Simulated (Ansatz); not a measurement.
What does this script print? It uses Ansatz 0.2.0 through its Python package.

`restart_capb.py`
```python
"""A run of CaPb that can be started again."""

import warnings

import ansatz as az

warnings.simplefilter("ignore", az.DeckWarning)

system = (
    az.Lattice.of((3.566636, 0.0, 0.0), (0.0, 3.566636, 0.0), (0.0, 0.0, 4.627512))
    .atom("Ca", (0.0, 0.0, 0.0))
    .atom("Pb", (0.5, 0.5, 0.5))
)

calculation = (
    system.calculation()
    .functional(az.Functional.PBESOL)
    .kpoints(5, 5, 4, center="monkhorst-pack")
    .occupations("Methfessel-Paxton", width=0.05)
    .forces()
    .checkpoint(write="ground.run")
)
with az.exiting_at_sigterm():
    res = calculation.run(threads=1, resume=True)
print("returned:", type(res).__name__)
print(f"F = {res.report['free_energy_ev']:.5f} eV, {res.report['n_iterations']} iterations")
```

```console
$ python restart_capb.py
returned: RunOutcome
F = -13549.72202 eV, 6 iterations
```

```console
$ python restart_capb.py
returned: CompletedStep
F = -13549.72202 eV, 6 iterations
```

What to keep in mind:
- The settings weren't tested for convergence.
- For a metal this k-point mesh is coarse: on a finer one energies can move by several to tens of meV an atom and pressures by half a GPa or more, differences at one mesh by less.
- Spin-orbit coupling, which matters for elements this heavy, is left out.
- The structure comes from a database of computed cells and needn't be a stable or known phase.
- Run time: 1.6 s on 1 thread of Arm Neoverse V2, with other jobs on the host, peak memory 0.34 GiB.

(Lines on the test bed's own set-up are left out of the output.)
